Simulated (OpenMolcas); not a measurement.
# Si4 (silicon tetramer): HF/cc-pVTZ

What is the vertical singlet–triplet gap of Si4 (silicon tetramer) at HF/cc-pVTZ? 

Program for the calculation: OpenMolcas 26.06.

10 further runs of the same task are left out: 10 set aside as unsound or not needed.

## (1) The system as given

Si4: 4 atoms, total charge 0, spin state singlet. As SMILES, `[Si]1[Si][Si][Si]1`. The coordinates come from a GFN2-xTB relaxation.

Bond lengths: Si1–Si2 2.291 Å, Si2–Si3 2.291 Å, Si1–Si4 2.292 Å, Si3–Si4 2.291 Å. Angles: Si1–Si2–Si3 112.3°, Si2–Si1–Si4 67.7°, Si2–Si3–Si4 67.7°, Si1–Si4–Si3 112.3°. A long bond or contact: Si2–Si4 2.552 Å.

## (2) Energy and forces at HF/cc-pVTZ

The input, job.inp:

```
* Si4 Hartree-Fock
&gateway
baslib=$CurrDir
coord
4
angstrom
Si       1.034120      -0.476140       1.525080
Si      -0.921360       0.442170       0.763360
Si      -1.025220       0.495440      -1.524760
Si       0.912460      -0.461460      -0.763680
basis=cc-pVTZ
group=NoSym
&seward
&scf
thresholds=1e-06 0.001 0.001 0.01
prorbitals=1 1
&alaska
```

The basis set cc-pVTZ is read from a file made from the Basis Set Exchange's data (not shown).

On the command line:

```sh
export MOLCAS_MEM=1860
pymolcas job.inp > job.log
```

Log, shortened:

```text
--- Start Module: gateway ---
[...]
--- Stop Module: gateway /rc=_RC_ALL_IS_WELL_ ---
[...]
      Basis functions          136
[...]
--- Start Module: scf ---
[...]
       Convergence after  10 Iterations
[...]
::    Total SCF energy                              -1155.6575675555
[...]
      Total spin, S                                     0.0000000000
[...]
      Total electronic charge=   56.000000
      Total            charge=   -0.000000
[...]
      Dipole Moment (debye):
      Origin of the operator (angstrom)=    0.0000    0.0000   -0.0000
                   X= -1.9495E-02               Y= -4.1027E-02               Z=  1.9163E-03           Total=  4.5464E-02
      Quadrupole Moment (debye*angstrom):
[...]
--- Stop Module: scf /rc=_RC_ALL_IS_WELL_ ---
[...]
--- Start Module: alaska ---
[...]
 *              Molecular gradients               *
 **************************************************
  Irreducible representation: a
 ------------------------------------------------------------------------------------------
                              X                       Y                       Z
 ------------------------------------------------------------------------------------------
  SI1              -9.27069953349324E-03    4.45214168482178E-03   -1.35729931984550E-02
  SI2              -1.22702485214177E-02    5.97127062969705E-03    1.02748080822206E-02
  SI3               9.30795913972560E-03   -4.31638520096378E-03    1.36999284583439E-02
  SI4               1.22329889149562E-02   -6.10702711363587E-03   -1.04017433421095E-02
 ------------------------------------------------------------------------------------------
--- Stop Module: alaska /rc=_RC_ALL_IS_WELL_ ---
[...]
```

Wall time 33 s (1 thread of Arm Neoverse V2, shared host); peak memory 1 GiB.

## (3) The triplet at the same level

The input, job.inp:

```
* Si4 Hartree-Fock

&GATEWAY
 BasLib=$CurrDir
 Coord
 4
 angstrom
 Si       1.034120      -0.476140       1.525080
 Si      -0.921360       0.442170       0.763360
 Si      -1.025220       0.495440      -1.524760
 Si       0.912460      -0.461460      -0.763680
 Basis=cc-pVTZ
 Group=NoSym

&SEWARD

&SCF
 UHF
 Spin=3
 Thresholds=1e-06 0.001 0.001 0.01
 PrOrbitals=1 1

&ALASKA
```

The basis set cc-pVTZ is read from a file made from the Basis Set Exchange's data (not shown).

On the command line:

```sh
export MOLCAS_MEM=1860
pymolcas job.inp > job.log
```

Log, shortened:

```text
--- Start Module: gateway ---
[...]
--- Stop Module: gateway /rc=_RC_ALL_IS_WELL_ ---
[...]
      Basis functions          136
[...]
--- Start Module: scf ---
[...]
       Convergence after  13 Iterations
[...]
::    Total SCF energy                              -1155.6373662028
[...]
      Total spin, S                                     1.0618656762
[...]
      Total electronic charge=   56.000000
      Total            charge=   -0.000000
[...]
      Dipole Moment (debye):
      Origin of the operator (angstrom)=    0.0000    0.0000   -0.0000
                   X=  6.8976E-04               Y=  5.0185E-03               Z=  8.5283E-04           Total=  5.1370E-03
      Quadrupole Moment (debye*angstrom):
[...]
--- Stop Module: scf /rc=_RC_ALL_IS_WELL_ ---
[...]
--- Start Module: alaska ---
[...]
 *              Molecular gradients               *
 **************************************************
  Irreducible representation: a
 ------------------------------------------------------------------------------------------
                              X                       Y                       Z
 ------------------------------------------------------------------------------------------
  SI1              -1.44974464452297E-03    1.39494250797423E-03   -2.41458105861980E-03
  SI2              -2.75334662375215E-03    6.42310952674308E-04    2.15294262958388E-03
  SI3               1.97126453866581E-03   -2.20673467102195E-04    2.46742662771737E-03
  SI4               2.23182672961286E-03   -1.81657999349838E-03   -2.20578819860151E-03
 ------------------------------------------------------------------------------------------
--- Stop Module: alaska /rc=_RC_ALL_IS_WELL_ ---
[...]
```

It took 38 s on 1 thread of Arm Neoverse V2, shared host; peak memory 1 GiB.

## (4) Results

At HF/cc-pVTZ:

| quantity | value |
| --- | --- |
| singlet: total energy | -1155.65757 Eh |
| singlet: dipole moment | 0.05 D |
| singlet: HOMO energy | -8.03 eV |
| singlet: LUMO energy | -0.68 eV |
| singlet: HOMO–LUMO gap | 7.34 eV |
| singlet: largest force on an atom | 0.883 eV/Å |
| triplet: total energy | -1155.63737 Eh |
| triplet: dipole moment | 0.01 D |
| triplet: HOMO energy (highest over α and β) | -7.41 eV |
| triplet: LUMO energy (lowest over α and β) | -1.13 eV |
| triplet: ⟨S²⟩ | 2.189 |
| triplet: largest force on an atom | 0.186 eV/Å |
| vertical energy of the triplet above the singlet | 0.550 eV |

What this shows: At this shape the triplet lies 0.55 eV (12.7 kcal/mol) above the singlet. The largest force (singlet) is 0.88 eV/Å: the shape isn't a stationary point for this species at this level. Mulliken charges (singlet) run from -0.07 on Si2 to +0.07 on Si1. ⟨S²⟩ (triplet) is 2.19 where a pure triplet has 2.00: the reference is spin-contaminated.
